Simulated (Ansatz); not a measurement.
# BrH5O2Si2: one species, many methods

An exercise on one series of results from a longer session: the logs are not shown, and one member is left open.

The runs use Ansatz 0.2.0, Gaussian basis; functionals in def2-TZVPP, the program's frozen cores in correlated methods.

Plan: LDA (SPW92), PBE-D4, revPBE-D4, BLYP-D4, r2SCAN-D4, B97M-V, PBE0-D4, B3LYP-D4, r2SCANh-D4, r2SCAN0-D4, HSE06-D4, BHLYP-D4, CAM-B3LYP-D4, LC-ωPBE, ωB97X-V, ωB97M-V, B2PLYP, PBE-QIDH; CCSD(T)/def2-SVP; CCSD(T)/def2-TZVPP; MP2/def2-QZVPP; extrapolation to the limit; RPA on PBE.

## Structure used throughout

The geometry comes from an earlier relaxation with PBE0-D4 in a triple-zeta def2 set; it is a stationary point, not always the lowest conformer.

SMILES `O[SiH](Br)O[SiH3]`, 10 atoms, charge 0, spin multiplicity 1.

Atoms are counted from 1 here; the program's logs count them from 0.

Bond lengths: O1–Si2 1.623 Å, O1–H6 0.959 Å, Si2–Br3 2.228 Å, Si2–O4 1.616 Å, Si2–H7 1.468 Å, O4–Si5 1.645 Å, Si5–H8 1.484 Å, Si5–H9 1.483 Å, Si5–H10 1.482 Å. Angles: Si2–O1–H6 119.3°, O1–Si2–Br3 109.8°, O1–Si2–O4 112.6°, O1–Si2–H7 106.8°, Br3–Si2–O4 107.5°, Br3–Si2–H7 109.6°, O4–Si2–H7 110.6°, Si2–O4–Si5 145.6°, O4–Si5–H8 109.9°, O4–Si5–H9 110.2°, O4–Si5–H10 107.3°, H8–Si5–H9 109.7°, H8–Si5–H10 109.8°, H9–Si5–H10 110.0°.

The first run:

in.yaml reads:

```yaml
crystal:
  periodic: [false, false, false]
  atoms:
    - {symbol: O, position_ang: [-0.307638, 0.006453, 2.457376]}
    - {symbol: Si, position_ang: [-0.865615, 0.333840, 0.968709]}
    - {symbol: Br, position_ang: [-0.411056, 2.449417, 0.438963]}
    - {symbol: O, position_ang: [-0.196780, -0.604512, -0.163980]}
    - {symbol: Si, position_ang: [0.699084, -0.638268, -1.543278]}
    - {symbol: H, position_ang: [0.591389, 0.249151, 2.685099]}
    - {symbol: H, position_ang: [-2.319730, 0.138789, 1.008653]}
    - {symbol: H, position_ang: [2.067090, -0.131065, -1.269467]}
    - {symbol: H, position_ang: [0.058468, 0.194688, -2.590200]}
    - {symbol: H, position_ang: [0.767885, -2.049692, -1.988874]}
basis:
  gaussian: {orbitals: def2-TZVPP}
hamiltonian: {xc: lda}
output: {orbitals: {seedname: orbitals}}
```

Among the steps run: LDA; PBE-D4 (GGA); revPBE-D4 (GGA); BLYP-D4 (GGA); r2SCAN-D4 (meta-GGA); B97M-V (meta-GGA); PBE0-D4 (hybrid); B3LYP-D4 (hybrid); r2SCANh-D4 (hybrid); r2SCAN0-D4 (hybrid); HSE06-D4 (hybrid); BHLYP-D4 (hybrid); CAM-B3LYP-D4 (range-separated); LC-ωPBE-D4 (range-separated; the results give it without D4); ωB97X-V (range-separated); ωB97M-V (range-separated); B2PLYP (double hybrid); PBE-QIDH (double hybrid).

One of the session's tables, all rows but one given; the rest of the session is left out.

It belongs to the step «Frontier levels by functional». 

```
  functional  HOMO (eV)  gap (eV)
 LDA (SPW92)      -7.42      6.27
      PBE-D4      -7.25      6.37
   revPBE-D4      -7.19      6.43
     BLYP-D4      -7.08      6.33
   r2SCAN-D4      -7.61      7.18
      B97M-V      -7.72      7.01
     PBE0-D4      -8.60      8.60
    B3LYP-D4      -8.32      8.09
  r2SCANh-D4      -8.11      7.95
  r2SCAN0-D4      -8.85      9.11
    HSE06-D4      -8.20      7.82
    BHLYP-D4          ?         ?
CAM-B3LYP-D4      -9.95     10.88
     LC-ωPBE     -11.36     13.51
     ωB97X-V     -11.00     12.97
     ωB97M-V     -10.87     12.49
```

Estimate the missing values for BHLYP-D4.

Worked estimate for «HOMO (eV)». Against the share of exact exchange, BLYP-D4 (0, -7.08), B3LYP-D4 (0.2, -8.32) give a slope of -6.20 per unit share; at 0.5 the line stands at -10.18.

As computed: HOMO (eV): -9.78; gap (eV): 10.61. In «HOMO (eV)» the line misses by -0.40.
